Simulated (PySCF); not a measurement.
# GaBr (SMILES [Ga][Br]) at 6 levels

Wanted: a comparison of 6 runs (B3LYP/6-31G*, B3LYP/aug-cc-pVTZ, BLYP/aug-cc-pVTZ, CAM-B3LYP/aug-cc-pVTZ, PBE0/aug-cc-pVTZ, wB97M-V/aug-cc-pVTZ) of GaBr. Input form: a Python script.

The results are computed with PySCF 2.14.0.

3 further runs of the same task are left out: 3 set aside as unsound or not needed.

## (1) The structure to begin with

The species is GaBr (2 atoms), meant as a singlet with charge 0. SMILES: `[Ga][Br]`. The Ga1–Br2 distance was set to 2.730 Å, away from the relaxed value.

Bond lengths: Ga1–Br2 2.730 Å.

## (2) The energy at B3LYP/6-31G(d) (spherical functions) (run 1)

Input file calc.py:

```python
from pyscf import gto, dft

mol = gto.M(
    atom=[
    ('Ga', (-0.000000, -0.000000, -0.342280)),
    ('Br', (0.000000, 0.000000, 2.388120)),
],
    verbose=4,
    basis='6-31g*',
    max_memory=1860,
)

mf = dft.RKS(mol, xc='b3lyp')
mf.conv_tol = 1e-10
mf.grids.level = 5
mf.kernel()
if not mf.converged:
    mf = mf.newton().run(mf.mo_coeff, mf.mo_occ)

etot = mf.e_tot
print(f'total energy: {etot:.8f} hartree')
```

Started as:

```sh
$ OMP_NUM_THREADS=1 python calc.py
```

The log of the run:

```text
PySCF version 2.14.0

[INPUT] num. atoms = 2
[INPUT] num. electrons = 66
[INPUT] charge = 0
[INPUT] spin (= nelec alpha-beta = 2S) = 0
[INPUT] symmetry False subgroup None
[INPUT] Mole.unit = angstrom
[INPUT] Symbol           X                Y                Z      unit          X                Y                Z       unit  Magmom
[INPUT]  1 Ga     0.000000000000   0.000000000000  -0.342280000000 AA    0.000000000000   0.000000000000  -0.646815457916 Bohr   0.0
[INPUT]  2 Br     0.000000000000   0.000000000000   2.388120000000 AA    0.000000000000   0.000000000000   4.512892752596 Bohr   0.0

nuclear repulsion = 210.283208998022
number of shells = 24
number of NR pGTOs = 190
number of NR cGTOs = 64
basis = 6-31g*
ecp = {}

[... 55 lines left out ...]
converged SCF energy = -4498.56300175308
total energy: -4498.56300175 hartree
```

It took 9.3 s on 1 thread of Arm Neoverse N1, shared host; peak memory 0.31 GiB.

## (3) A single-point energy at B3LYP/aug-cc-pVTZ (run 2)

Input file calc.py:

```python
from pyscf import gto, dft

mol = gto.Mole()
mol.atom = 'Ga -0.000000 -0.000000 -0.342280; Br 0.000000 0.000000 2.388120'
mol.verbose = 3
mol.basis = 'aug-cc-pvtz'
mol.max_memory = 1860
mol.build()

mf = dft.RKS(mol)
mf.xc = 'b3lyp'
mf.conv_tol = 1e-10
mf.grids.level = 5
mf.kernel()
if not mf.converged:
    mf = mf.newton().run(mf.mo_coeff, mf.mo_occ)

e_tot = mf.e_tot
print(f'total energy: {e_tot:.8f} hartree')
```

Started as:

```sh
$ OMP_NUM_THREADS=1 python calc.py
```

The log of the run:

```text
converged SCF energy = -4499.23101038928
total energy: -4499.23101039 hartree
```

Run time: 25 s. Hardware: 1 thread of Arm Neoverse N1, shared host; peak memory 0.62 GiB.

Runs 3 to 4 aren't shown in full; the table further down has their settings and results.

## (4) The energy at PBE0/aug-cc-pVTZ (run 5)

Input file input.py:

```python
from pyscf import gto, dft

system = gto.Mole()
system.atom = [
    ('Ga', (-0.000000, -0.000000, -0.342280)),
    ('Br', (0.000000, 0.000000, 2.388120)),
]
system.verbose = 3
system.charge = 0
system.basis = 'aug-cc-pvtz'
system.max_memory = 1860
system.build()

myscf = dft.RKS(system, xc='pbe0')
myscf.conv_tol = 1e-10
myscf.grids.level = 5
myscf.kernel()
if not myscf.converged:
    myscf = myscf.newton().run(myscf.mo_coeff, myscf.mo_occ)

e_tot = myscf.e_tot
print('E(%s) = %.9f' % ('PBE0', e_tot))
```

Started as:

```sh
$ OMP_NUM_THREADS=1 python input.py
```

The log of the run:

```text
converged SCF energy = -4498.59408954619
E(PBE0) = -4498.594089546
```

Run time: 24 s. Hardware: 1 thread of Arm Neoverse N1, shared host; peak memory 0.62 GiB.

## (5) The energy at wB97M-V/aug-cc-pVTZ (run 6)

Input file job.py:

```python
from pyscf import gto, dft

molecule = gto.Mole()
molecule.atom = '''
Ga     0.000000     0.000000    -0.646815
Br     0.000000     0.000000     4.512893
'''
molecule.max_memory = 1860
molecule.verbose = 3
molecule.basis = 'aug-cc-pvtz'
molecule.spin = 0
molecule.unit = 'bohr'
molecule.build()

mf = dft.RKS(molecule, xc='wb97m-v')
mf.conv_tol = 1e-10
mf.nlcgrids.level = 1
mf.grids.level = 5
mf.kernel()
if not mf.converged:
    mf = mf.newton().run(mf.mo_coeff, mf.mo_occ)

energy = mf.e_tot
print(f'total energy: {energy:.8f} hartree')
```

Started as:

```sh
$ OMP_NUM_THREADS=1 python job.py
```

The log of the run:

```text
converged SCF energy = -4498.90154505353
total energy: -4498.90154505 hartree
```

Run time: 2.2 min. Hardware: 1 thread of Arm Neoverse N1, shared host; peak memory 0.66 GiB.

## (6) All runs side by side

```csv
run,level,nlc grid,energy (Eh),dipole moment (D),HOMO energy (eV),LUMO energy (eV),wall time
1,B3LYP/6-31G* (spherical functions),–,-4498.563002,4.83,-7.05,-2.57,9.3 s
2,B3LYP/aug-cc-pVTZ,–,-4499.231010,4.96,-7.15,-2.58,25 s
3,BLYP/aug-cc-pVTZ,–,-4499.256057,4.64,-6.10,-2.97,25 s
4,CAM-B3LYP/aug-cc-pVTZ,–,-4499.389880,5.22,-8.62,-1.49,91 s
5,PBE0/aug-cc-pVTZ,–,-4498.594090,4.96,-7.40,-2.34,24 s
6,wB97M-V/aug-cc-pVTZ,1,-4498.901545,5.26,-9.41,-0.77,2.2 min
```

## (7) Outcome

```
            quantity           value
 run 6: total energy  -4498.90155 Eh
run 6: dipole moment          5.26 D
  run 6: HOMO energy        -9.41 eV
  run 6: LUMO energy        -0.77 eV
run 6: HOMO–LUMO gap         8.64 eV
```

In words: The dipole moment (its size) runs from 4.64 D (BLYP/aug-cc-pVTZ) to 5.26 D (wB97M-V/aug-cc-pVTZ). The HOMO–LUMO gap runs from 3.13 eV (BLYP/aug-cc-pVTZ) to 8.64 eV (wB97M-V/aug-cc-pVTZ). Totals of different functionals can't be ranked against each other. All runs together took 5.1 min, the longest 2.2 min.
